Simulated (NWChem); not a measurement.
# C3H10Si (trimethylsilane): HF/3-21G, part 2 of 2

NWChem 7.3.0. Earlier steps stand in the parts before.

**3. The doublet cation: a geometry optimisation at UHF/3-21G**

The input, c3h10si.xyz:

```xyz
14

C     -0.956800     1.082600    -1.038400
Si    -0.338800    -0.014600     0.348900
C      1.239400     0.684100     1.077800
C     -0.051300    -1.756700    -0.277600
H     -1.888100     0.697200    -1.460900
H     -1.145900     2.098700    -0.683100
H     -0.221600     1.141300    -1.845900
H     -1.379500    -0.059300     1.420400
H      2.029000     0.733500     0.322800
H      1.601800     0.063500     1.901200
H      1.081800     1.694100     1.464300
H     -0.968800    -2.184000    -0.689800
H      0.706900    -1.767300    -1.065700
H      0.291900    -2.413100     0.526000
```

The input, c3h10si.nw:

```
start c3h10si
memory total 2200 mb
charge 1
geometry units angstrom noautosym
   load c3h10si.xyz
end
basis "ao basis" spherical bse
   * library 3-21G
end
scf
   doublet
   uhf
   thresh 1e-07
   maxiter 80
   print low
end
driver
   maxiter 60
end
freq
   temp 3 298.15 400 700
end
task scf optimize
task scf frequencies
```

The run is started by

```
$ nwchem c3h10si.nw > c3h10si.out
```

Output:

```text
Northwest Computational Chemistry Package (NWChem) 7.3.0
             --------------------------------------------------------

           Job information
           ---------------

    nwchem branch   = 7.3.0
    use scalapack   = T
    input           = c3h10si.nw
    prefix          = c3h10si.
    data base       = ./c3h10si.db
    status          = startup
    nproc           =        1

           Memory information
           ------------------

    heap     =     72089600 doubles =      550.0 Mbytes
    stack    =     72089597 doubles =      550.0 Mbytes
    global   =    144179200 doubles =     1100.0 Mbytes (distinct from heap & stack)
    total    =    288358397 doubles =     2200.0 Mbytes
    verify   = yes
    hardfail = no

           Directory information
           ---------------------

  0 permanent = .
  0 scratch   = .

                                NWChem Input Module
                                -------------------

 Scaling coordinates for geometry "geometry" by  1.889725989
 (inverse scale =  0.529177249)

          ------
          auto-z
          ------
  no constraints, skipping    0.0000000000000000
  no constraints, skipping    0.0000000000000000

                             Geometry "geometry" -> ""
                             -------------------------

 Output coordinates in angstroms (scale by  1.889725989 to convert to a.u.)

  No.       Tag          Charge          X              Y              Z
 ---- ---------------- ---------- -------------- -------------- --------------
    1 C                    6.0000    -0.87946905     1.08592857    -1.11803571
    2 Si                  14.0000    -0.26146905    -0.01127143     0.26926429
    3 C                    6.0000     1.31673095     0.68742857     0.99816429
[... 10 lines of this table left out ...]
   14 H                    1.0000     0.36923095    -2.40977143     0.44636429

      Atomic Mass
      -----------

      C                 12.000000
      Si                27.976930
      H                  1.007825

 Effective nuclear repulsion energy (a.u.)     175.3326445542

            Nuclear Dipole moment (a.u.)
            ----------------------------
        X                 Y               Z
 ---------------- ---------------- ----------------
    -0.0000000000    -0.0000000000     0.0000000000

                                Z-matrix (autoz)
                                --------

 Units are Angstrom for bonds and degrees for angles

      Type          Name      I     J     K     L     M      Value
      ----------- --------  ----- ----- ----- ----- ----- ----------
    1 Stretch                  1     2                       1.87360
    2 Stretch                  1     5                       1.09287
    3 Stretch                  1     6                       1.09291
    4 Stretch                  1     7                       1.09363
    5 Stretch                  2     3                       1.87355
    6 Stretch                  2     4                       1.87352
    7 Stretch                  2     8                       1.49438
    8 Stretch                  3     9                       1.09359
    9 Stretch                  3    10                       1.09292
   10 Stretch                  3    11                       1.09285
   11 Stretch                  4    12                       1.09284
   12 Stretch                  4    13                       1.09365
   13 Stretch                  4    14                       1.09290
   14 Bend                     1     2     3               110.33611
   15 Bend                     1     2     4               110.33729
   16 Bend                     1     2     8               108.58577
   17 Bend                     2     1     5               111.15067
   18 Bend                     2     1     6               111.14990
   19 Bend                     2     1     7               110.88006
   20 Bend                     2     3     9               110.88281
   21 Bend                     2     3    10               111.14083
   22 Bend                     2     3    11               111.14757
   23 Bend                     2     4    12               111.15351
   24 Bend                     2     4    13               110.87736
   25 Bend                     2     4    14               111.14842
   26 Bend                     3     2     4               110.34071
   27 Bend                     3     2     8               108.59197
   28 Bend                     4     2     8               108.59178
   29 Bend                     5     1     6               107.82447
   30 Bend                     5     1     7               107.83938
   31 Bend                     6     1     7               107.84568
   32 Bend                     9     3    10               107.84062
   33 Bend                     9     3    11               107.85086
   34 Bend                    10     3    11               107.82801
   35 Bend                    12     4    13               107.84533
   36 Bend                    12     4    14               107.82720
   37 Bend                    13     4    14               107.83840
   38 Torsion                  1     2     3     9         -61.10168
   39 Torsion                  1     2     3    10         178.95781
   40 Torsion                  1     2     3    11          58.85620
   41 Torsion                  1     2     4    12         -58.82697
   42 Torsion                  1     2     4    13          61.12425
   43 Torsion                  1     2     4    14        -178.93664
[... 201 lines left out ...]
      Two electron energy =    315.578753248303
[... 72 lines left out ...]
      Two electron energy =    314.235947636854
[... 75 lines left out ...]
      One electron energy =   -891.379209975191
[... 73 lines left out ...]
      Two electron energy =    312.317807412180
[... 75 lines left out ...]
      One electron energy =   -887.921040834498
[... 73 lines left out ...]
      Two electron energy =    311.410424778948
[... 75 lines left out ...]
      One electron energy =   -889.483448907800
[... 73 lines left out ...]
      Two electron energy =    311.584986607872
[... 75 lines left out ...]
      One electron energy =   -888.144408727105
[... 73 lines left out ...]
      Two electron energy =    311.444472280815
[... 75 lines left out ...]
      One electron energy =   -889.066302375191
[... 73 lines left out ...]
      Two electron energy =    311.293699250914
[... 75 lines left out ...]
      One electron energy =   -887.910947502362
[... 72 lines left out ...]
      Two electron energy =    310.941246755936
[... 75 lines left out ...]
      One electron energy =   -887.288042395510
[... 72 lines left out ...]
      Two electron energy =    310.672532362183
[... 75 lines left out ...]
      One electron energy =   -886.526269114079
[... 72 lines left out ...]
      Two electron energy =    310.413430070665
[... 75 lines left out ...]
      One electron energy =   -886.613537922438
[... 73 lines left out ...]
      Two electron energy =    310.479744978328
[... 75 lines left out ...]
      One electron energy =   -886.716049227160
[... 73 lines left out ...]
      Two electron energy =    310.444120338273
[... 75 lines left out ...]
      One electron energy =   -886.551441883677
[... 68 lines left out ...]
      Two electron energy =    310.419439221431
[... 70 lines left out ...]
      One electron energy =   -886.574248286197
[... 68 lines left out ...]
      Two electron energy =    310.422870050064
[... 82 lines left out ...]
@   13    -405.87437382 -3.1D-09  0.00000  0.00000  0.00012  0.00054     86.1
[... 159 lines left out ...]
      One electron energy =   -886.575457211565
[... 56 lines left out ...]
 X vector of derivative dipole (au) [debye/angstrom]
[... 6 lines left out ...]
 d_dipole_x/<atom=   3,x> =    -0.5163     [   -2.4800]
[... 6 lines left out ...]
 d_dipole_x/<atom=   5,y> =    -0.0103     [   -0.0495]
[... 6 lines left out ...]
 d_dipole_x/<atom=   7,z> =     0.0665     [    0.3192]
[... 6 lines left out ...]
 d_dipole_x/<atom=  10,x> =     0.1339     [    0.6429]
[... 6 lines left out ...]
 d_dipole_x/<atom=  12,y> =    -0.0581     [   -0.2791]
[... 6 lines left out ...]
 d_dipole_x/<atom=  14,z> =    -0.0218     [   -0.1049]
[... 7 lines left out ...]
 d_dipole_y/<atom=   2,z> =     0.0043     [    0.0207]
[... 6 lines left out ...]
 d_dipole_y/<atom=   5,x> =    -0.0546     [   -0.2624]
[... 6 lines left out ...]
 d_dipole_y/<atom=   7,y> =     0.1584     [    0.7606]
[... 6 lines left out ...]
 d_dipole_y/<atom=   9,z> =    -0.0096     [   -0.0462]
[... 6 lines left out ...]
 d_dipole_y/<atom=  12,x> =    -0.0055     [   -0.0263]
[... 6 lines left out ...]
 d_dipole_y/<atom=  14,y> =     0.0885     [    0.4252]
[... 7 lines left out ...]
 d_dipole_z/<atom=   2,y> =     0.0043     [    0.0204]
[... 6 lines left out ...]
 d_dipole_z/<atom=   4,z> =    -0.5055     [   -2.4280]
[... 6 lines left out ...]
 d_dipole_z/<atom=   7,x> =     0.0341     [    0.1636]
[... 6 lines left out ...]
 d_dipole_z/<atom=   9,y> =     0.0024     [    0.0116]
[... 6 lines left out ...]
 d_dipole_z/<atom=  11,z> =     0.1248     [    0.5994]
[... 6 lines left out ...]
 d_dipole_z/<atom=  14,x> =    -0.0364     [   -0.1749]
[... 222 lines left out ...]
 Thermal correction to Energy     =   80.012 kcal/mol  (  0.127507 au)
[... 37 lines left out ...]
   - Translational                =   43.043 cal/mol-K (mol. weight =  74.0552)
[... 39 lines left out ...]
 P.Frequency      848.66      848.68      866.67     1015.78     1036.90     1036.90

           1    -0.08758    -0.04270     0.02714    -0.05692     0.04119     0.02143
[... 40 lines of this table left out ...]
          42    -0.00152     0.14880     0.10231    -0.09590    -0.04031    -0.09824

                   25          26          27          28          29          30

 P.Frequency     1493.85     1493.85     1509.49     1577.45     1586.20     1586.20

           1     0.03122    -0.03629     0.03219    -0.01479    -0.03958    -0.01402
[... 40 lines of this table left out ...]
          42    -0.07625    -0.21283    -0.16206     0.15860     0.06872     0.01656

                   31          32          33          34          35          36

 P.Frequency     1594.15     1594.15     1608.74     3161.54     3161.55     3165.49

           1    -0.01331     0.01394     0.02725    -0.00279    -0.00032    -0.00167
[... 40 lines of this table left out ...]
          42    -0.03743     0.21924     0.02519    -0.13242     0.20592     0.17602

                   37          38          39          40          41          42

 P.Frequency     3240.82     3240.82     3242.87     3280.83     3282.39     3282.40

           1     0.05483    -0.00088     0.03904    -0.02120     0.00129    -0.03014
[... 40 lines of this table left out ...]
          42    -0.20376    -0.34432     0.28113    -0.32309    -0.40579     0.20900

 ----------------------------------------------------------------------------
 Normal Eigenvalue ||    Projected Derivative Dipole Moments (debye/angs)
  Mode   [cm**-1]  ||      [d/dqX]             [d/dqY]           [d/dqZ]
 ------ ---------- || ------------------ ------------------ -----------------
    1      -34.687 ||      -0.000              -0.000             0.000
    2       -0.000 ||      -0.066               0.221             0.143
    3        0.000 ||       0.072              -0.024             0.455
[... 38 lines of this table left out ...]
   42     3282.395 ||       0.153               0.312             0.161
 ----------------------------------------------------------------------------

 ----------------------------------------------------------------------------
 Normal Eigenvalue ||           Projected Infra Red Intensities
  Mode   [cm**-1]  || [atomic units] [(debye/angs)**2] [(KM/mol)] [arbitrary]
 ------ ---------- || -------------- ----------------- ---------- -----------
    1      -34.687 ||    0.000000           0.000         0.000       0.000
    2       -0.000 ||    0.003198           0.074         3.118       1.546
    3        0.000 ||    0.009238           0.213         9.006       4.465
[... 38 lines of this table left out ...]
   42     3282.395 ||    0.006352           0.147         6.192       3.070
 ----------------------------------------------------------------------------

 ===============================================================================
      Negative Nuclear Hessian Mode    1  Eigenvalue =    -34.69 cm**(-1)
 -------------------------------------------------------------------------------
   Raw step length:  0.527 angstroms ;  The Raw step for this mode is:
    1 C                    6.0000    -0.00055100    -0.00104104    -0.00057818
    2 Si                  14.0000    -0.00000849    -0.00000298     0.00000569
    3 C                    6.0000    -0.00037766     0.00121883    -0.00034208
[... 10 lines of this table left out ...]
   14 H                    1.0000     0.16356440    -0.00453585    -0.05167760

  Geometry after  100.0% step for mode  1; Step length =  0.527 angstroms
   Maximum component (any atom: x,y, or z) displacement:  0.320
    1 C                    6.0000    -0.88453757     1.14773185    -1.22747862
    2 Si                  14.0000     0.17109095     0.00739191    -0.17622650
    3 C                    6.0000     1.43481527     0.72909372     1.00784141
[... 10 lines of this table left out ...]
   14 H                    1.0000     0.50646711    -2.39254461     0.42692443

  Geometry after -100.0% step for mode  1; Step length =  0.527 angstroms
   Maximum component (any atom: x,y, or z) displacement:  0.320
    1 C                    6.0000    -0.88343557     1.14981393    -1.22632227
    2 Si                  14.0000     0.17110792     0.00739787    -0.17623787
    3 C                    6.0000     1.43557058     0.72665607     1.00852557
[... 10 lines of this table left out ...]
   14 H                    1.0000     0.17933831    -2.38347291     0.53027963

  Geometry after   50.0% step for mode  1; Step length =  0.264 angstroms
   Maximum component (any atom: x,y, or z) displacement:  0.160
    1 C                    6.0000    -0.88426207     1.14825237    -1.22718953
    2 Si                  14.0000     0.17109519     0.00739340    -0.17622934
    3 C                    6.0000     1.43500410     0.72848431     1.00801245
[... 10 lines of this table left out ...]
   14 H                    1.0000     0.42468491    -2.39027669     0.45276323

  Geometry after  -50.0% step for mode  1; Step length =  0.264 angstroms
   Maximum component (any atom: x,y, or z) displacement:  0.160
    1 C                    6.0000    -0.88371107     1.14929341    -1.22661136
    2 Si                  14.0000     0.17110368     0.00739638    -0.17623503
    3 C                    6.0000     1.43538175     0.72726548     1.00835453
[... 10 lines of this table left out ...]
   14 H                    1.0000     0.26112051    -2.38574083     0.50444083

  Geometry after   62.5% step for mode  1; Step length =  0.329 angstroms
   Maximum component (any atom: x,y, or z) displacement:  0.200
    1 C                    6.0000    -0.88433102     1.14812211    -1.22726188
    2 Si                  14.0000     0.17109413     0.00739303    -0.17622863
    3 C                    6.0000     1.43495684     0.72863682     1.00796964
[... 10 lines of this table left out ...]
   14 H                    1.0000     0.44515183    -2.39084426     0.44629678

  Geometry after  -62.5% step for mode  1; Step length =  0.329 angstroms
   Maximum component (any atom: x,y, or z) displacement:  0.200
    1 C                    6.0000    -0.88364213     1.14942368    -1.22653901
    2 Si                  14.0000     0.17110474     0.00739676    -0.17623574
    3 C                    6.0000     1.43542901     0.72711297     1.00839733
[... 10 lines of this table left out ...]
   14 H                    1.0000     0.24065359    -2.38517326     0.51090728

  Geometry after   31.3% step for mode  1; Step length =  0.165 angstroms
   Maximum component (any atom: x,y, or z) displacement:  0.100
    1 C                    6.0000    -0.88415880     1.14844750    -1.22708116
    2 Si                  14.0000     0.17109678     0.00739396    -0.17623041
    3 C                    6.0000     1.43507488     0.72825586     1.00807656
[... 10 lines of this table left out ...]
   14 H                    1.0000     0.39402727    -2.38942651     0.46244940

  Geometry after  -31.3% step for mode  1; Step length =  0.165 angstroms
   Maximum component (any atom: x,y, or z) displacement:  0.100
    1 C                    6.0000    -0.88381435     1.14909828    -1.22671973
    2 Si                  14.0000     0.17110209     0.00739583    -0.17623396
    3 C                    6.0000     1.43531097     0.72749393     1.00829041
[... 10 lines of this table left out ...]
   14 H                    1.0000     0.29177815    -2.38659101     0.49475466

 vib:animation  F

 Task  times  cpu:       11.1s     wall:       11.1s
 Total times  cpu:       97.2s     wall:       97.2s
```

It took 98 s on 1 thread of AMD EPYC 7B13 (Zen 3), shared host; peak memory 0.13 GiB.

Step by step:

```
step  energy from the first frame kept (eV)
   0                                 0.0000
   1                                -0.7925
   2                                -1.2990
   3                                -1.5123
   4                                -1.6284
   5                                -1.6782
   6                                -1.6925
   7                                -1.6954
   8                                -1.6970
   9                                -1.7008
  10                                -1.7019
  11                                -1.7021
  12                                -1.7021
  13                                -1.7021
```

After the run. Bond lengths: C1–Si2 1.876 Å, Si2–C3 1.876 Å, Si2–C4 1.876 Å, C1–H5 1.085 Å, C1–H6 1.085 Å, C1–H7 1.091 Å, C3–H9 1.091 Å, C3–H10 1.085 Å, C3–H11 1.085 Å, C4–H12 1.085 Å, C4–H13 1.091 Å, C4–H14 1.085 Å. Some angles: C1–Si2–C3 119.9°, C1–Si2–C4 119.9°, C3–Si2–C4 119.9°, Si2–C1–H5 111.6°, Si2–C1–H6 111.6°, Si2–C1–H7 109.8°, Si2–C3–H9 109.8°, Si2–C3–H10 111.6°, Si2–C3–H11 111.6°, Si2–C4–H12 111.6°.

**4. Outcome**

The summary covers parts 1 to 2.

At HF/3-21G:

| quantity | value |
| --- | --- |
| run 1, HF/3-21G: total energy at the end | -406.20584 Eh |
| run 1, HF/3-21G: lowest harmonic wavenumber | 133 cm⁻¹ |
| run 1, HF/3-21G: highest harmonic wavenumber | 3253 cm⁻¹ |
| run 1, HF/3-21G: zero-point energy | 334.2 kJ/mol |
| doublet cation: total energy at the end | -405.87437 Eh |
| doublet cation: ⟨S²⟩ | 0.750 |
| doublet cation: lowest harmonic wavenumber | 35i cm⁻¹ (imaginary) |
| doublet cation: highest harmonic wavenumber | 3282 cm⁻¹ |
| adiabatic ionisation energy (to the doublet cation, no zero-point term) | 9.020 eV |

**Reading.** The adiabatic ionisation energy (to the doublet cation, no zero-point term) is 9.02 eV (870 kJ/mol). The second species lost a bond as it relaxed, so this leads to another structure. All 36 modes (run 1, HF/3-21G) are real, so the shape is a minimum at this level. The optimisation (run 1, HF/3-21G) took 5 steps and changed the energy by -0.066 eV. 1 mode (doublet cation) is imaginary (lowest 35i cm⁻¹); so small a value may be numerical noise or a very soft motion. The optimisation (doublet cation) took 14 steps and changed the energy by -1.702 eV. Bonds broke or formed on the way.
